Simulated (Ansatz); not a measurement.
This script for Ansatz 0.2.0 through its Python package starts 3 runs on Cu3Sb, space group Pm-3m. What input does the engine get in each?

`xc.py`:
```python
"""One structure of Cu3Sb under several functionals."""

import csv
import warnings

import ansatz as az
import numpy as np

warnings.simplefilter("ignore", az.DeckWarning)

vectors = np.array([
    [3.897337, 0.0, 0.0],
    [0.0, 3.897337, 0.0],
    [0.0, 0.0, 3.897337],
])
cell = (
    az.Lattice.of(vectors)
    .atom("Cu", (0.5, 0.5, 0.0))
    .atom("Cu", (0.5, 0.0, 0.5))
    .atom("Cu", (0.0, 0.5, 0.5))
    .atom("Sb", (0.0, 0.0, 0.0))
)

model = (
    cell.calculation()
    .kpoints(6, center="gamma")
    .pseudopotentials("paw", azcp={"folder": "soft_1"})
    .occupations("cold", width=150 * az.meV)
    .forces()
    .stress()
)

rows = []
for value in ["lda", "blyp", "pbesol"]:
    data = model.functional(value).run(threads=1).report
    rows.append((value, data["free_energy_ev"] / len(data["lattice"]["sites"]), data["n_iterations"], sum(data["stress_gpa"][i][i] for i in range(3)) / 3, max(abs(f) for row in data["forces_ev_ang"] for f in row), data["n_kpoints"]))

with open("xc.csv", "w", newline="") as handle:
    writer = csv.writer(handle)
    writer.writerow(["functional", "F/atom (eV)", "iterations", "P (GPa)", "max component (eV/A)", "k-points"])
    writer.writerows([round(v, 5) if isinstance(v, float) else v for v in row] for row in rows)
print(open("xc.csv").read())
```

Run 1:
```yaml
crystal:
  lattice:
    - [3.897337, 0.0, 0.0]
    - [0.0, 3.897337, 0.0]
    - [0.0, 0.0, 3.897337]
  atoms:
    - { symbol: Cu, position: [0.5, 0.5, 0.0] }
    - { symbol: Cu, position: [0.5, 0.0, 0.5] }
    - { symbol: Cu, position: [0.0, 0.5, 0.5] }
    - { symbol: Sb, position: [0.0, 0.0, 0.0] }
kpoints:
  mp_grid:
    grid: [6, 6, 6]
    shift: [0.0, 0.0, 0.0]
hamiltonian:
  xc: lda
  pseudopotentials:
    kind: paw
    azcp:
      folder: soft_1
scf:
  occupations:
    method: cold
    width: 0.15
output:
  forces: true
  stress: true
```

Run 2, against run 1:
```diff
-  xc: lda
+  xc: blyp
```

Run 3, against run 1:
```diff
-  xc: lda
+  xc: pbesol
```

```console
$ python xc.py
functional,F/atom (eV),iterations,P (GPa),max component (eV/A),k-points
lda,-6500.62229,9,-9.12973,0.0,20
blyp,-6600.75161,9,8.81034,0.0,20
pbesol,-6543.53327,9,-5.15759,0.0,20
```

From lowest to highest: LDA (-9.1 GPa), PBEsol (-5.2 GPa) and BLYP (8.8 GPa). At a fixed cell a lower pressure usually means a smaller equilibrium volume, so LDA prefers the smallest cell and BLYP the largest.

The run is spin-unpolarised. BLYP can be off by several per cent in the lattices of metals, and by several GPa in the pressure at a fixed cell. The mesh is modest for a metal, so energies can be off by several to tens of meV an atom and pressures by half a GPa or more; differences at equal mesh fare better. Forces vanish by symmetry here and test nothing. The PAW files read here were made with PBE, not with each functional that runs on them. Pressure is positive in compression. This cell is a computed structure, which may not be the phase found in nature. Total energies of different functionals can't be compared; pressures, moments and gaps at this one structure can. The script silences the warnings on its input, which a real study should read. Run time: 6.9 s on 1 thread of Intel(R) Xeon(R) Processor @ 2.30GHz (shared host), peak memory 0.55 GiB.
